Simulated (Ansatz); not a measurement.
# Ti5Si2S: the cost of one run

Program: Ansatz 0.2.0. Level of theory: DFT PBE, scalar-relativistic, plane waves, PAW, unless a step names another level. These are calculated values, not measurements.

1 further run of the same task is left out (it didn't finish). Runs told in other sessions of the task aren't counted.

## Step 1: The system as given

Symmetry: I4/mcm, No. 140, tetragonal system. Conventional cell: a = 6.399 Å, b = 6.399 Å, c = 11.711 Å, α = 90.00°, β = 90.00°, γ = 90.00°. Ti (site symmetry 4/m) has 4 Si at 2.50 Å and 2 S at 2.93 Å in its first shell of neighbours. Around Ti (site symmetry m) lie 3 Si at 2.55 to 2.61 Å and 2 S at 2.65 Å and 1 Ti at 2.77 Å. Si (site symmetry m2m) is surrounded by 1 Si at 2.40 Å and 8 Ti at 2.50 to 2.61 Å. S (site symmetry 422) is surrounded by 10 Ti at 2.65 to 2.93 Å.

Coordinates:

```
Ti Si S
1.0
    -3.19967    3.19967    5.85561
     3.19967   -3.19967    5.85561
     3.19967    3.19967   -5.85561
Ti Si S
10 4 2
Direct
  0.00000 0.00000 0.00000
  0.50000 0.50000 0.00000
  0.51330 0.01330 0.82986
  0.81656 0.31656 0.82986
  0.01330 0.18344 0.50000
  0.68344 0.51330 0.50000
  0.98670 0.81656 0.50000
  0.31656 0.48670 0.50000
  0.48670 0.98670 0.17014
  0.18344 0.68344 0.17014
  0.63260 0.86740 0.50000
  0.36740 0.13260 0.50000
  0.13260 0.63260 0.76521
  0.86740 0.36740 0.23479
  0.75000 0.75000 0.00000
  0.25000 0.25000 0.00000
```

It came out lowest among 16 distinct ends of the trial cells. At a tolerance of 0.05 Å it has space group I4/mcm (No. 140).

## Step 2: Kick test: the unmoved cell on a coarse mesh

input.yaml reads:

```yaml
crystal:
  lattice:
    - [6.399335162, 0.0, 0.0]
    - [0.0, 6.399335162, 0.0]
    - [-3.199667581, -3.199667581, 5.8556127254]
  atoms:
    - { symbol: Ti, position: [0.0, 0.0, 1.0] }
    - { symbol: Ti, position: [0.5, 0.5, 1.0] }
    - { symbol: Ti, position: [0.0133017471, 0.5133017471, 0.696746422] }
    - { symbol: Ti, position: [0.316555325, 0.816555325, 0.303253578] }
    - { symbol: Ti, position: [0.183444675, 0.0133017471, 0.696746422] }
    - { symbol: Ti, position: [0.5133017471, 0.683444675, 0.696746422] }
    - { symbol: Ti, position: [0.816555325, 0.9866982529, 0.303253578] }
    - { symbol: Ti, position: [0.4866982529, 0.316555325, 0.303253578] }
    - { symbol: Ti, position: [0.9866982529, 0.4866982529, 0.303253578] }
    - { symbol: Ti, position: [0.683444675, 0.183444675, 0.696746422] }
    - { symbol: Si, position: [0.8673954138, 0.6326045862, 0.0] }
    - { symbol: Si, position: [0.1326045862, 0.3673954138, 0.0] }
    - { symbol: Si, position: [0.6326045862, 0.1326045862, 0.0] }
    - { symbol: Si, position: [0.3673954138, 0.8673954138, 1.0] }
    - { symbol: S, position: [0.75, 0.75, 0.5] }
    - { symbol: S, position: [0.25, 0.25, 0.5] }
basis:
  ecutwfc: 420
kpoints:
  mp_grid: { grid: [4, 4, 4] }
hamiltonian:
  xc: pbe
scf:
  occupations: { method: gaussian, width: 0.2 }
  lower_state_search: "off"
output:
  forces: true
  stress: true
  eigenvalues: true
```

The run is started by

```
> ansatz run input.yaml --threads 1 --pin off --max-ram 2560MiB --backend cpu --events-out ev --progress --plain --runs-dir out
```

What time and memory should one allow on 1 thread of Intel Xeon Platinum 8488C (Sapphire Rapids), shared host?

About 15 s, with a peak of 0.7 GiB.
